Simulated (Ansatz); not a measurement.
# NaAl: the cost of one run

Program: Ansatz 0.2.0. Level of theory: DFT PBE, scalar-relativistic, plane waves, PAW. These are calculated values, not measurements.

The COD cell was measured well above room temperature, so it is larger than a cold one.

**1. The system as given**

Symmetry: Fm-3m, No. 225, cubic system. Conventional cell: a = 5.256 Å, b = 5.256 Å, c = 5.256 Å, α = 90.00°, β = 90.00°, γ = 90.00°. Around Na (site symmetry m-3m) lie 6 Al at 2.63 Å. Al (site symmetry m-3m) is surrounded by 6 Na at 2.63 Å.

Structure file:

```xyz
2
Lattice="0.0000 2.6281 2.6281 2.6281 0.0000 2.6281 2.6281 2.6281 0.0000" Properties=species:S:1:pos:R:3 pbc="T T T"
Na    0.0000    0.0000    0.0000
Al    2.6281    2.6281    2.6281
```

This is candidate A: rock salt type (Fm-3m, No. 225).

(A quick probe on a coarse mesh, which set the mesh and smearing, is not shown.)

**3. A loose first relaxation (candidate A)**

input.yaml reads:

```yaml
crystal:
  lattice:
    - [0.0, 2.6280965518, 2.6280965518]
    - [2.6280965518, 0.0, 2.6280965518]
    - [2.6280965518, 2.6280965518, 0.0]
  atoms:
    - { symbol: Na, position: [0.0, 0.0, 0.0] }
    - { symbol: Al, position: [0.5, 0.5, 0.5] }
basis:
  ecutwfc: 420
kpoints:
  mp_grid: { grid: [6, 6, 6] }
hamiltonian:
  xc: pbe
scf:
  occupations: { method: gaussian, width: 0.1 }
  lower_state_search: "off"
output:
  forces: true
  stress: true
  eigenvalues: true
relax:
  adjacent_minimum: "off"
  f_tol: 0.04
  max_steps: 70
  cell: { stress_tol: 0.4 }
```

On the command line:

```console
$ ansatz run input.yaml --threads 1 --pin off --max-ram 2560MiB --backend cpu --events-out ev --progress --plain --runs-dir out
```

What time and memory should one allow on 1 thread of Intel Xeon Platinum 8488C (Sapphire Rapids), shared host?

About 7.5 s, with a peak of 0.33 GiB.
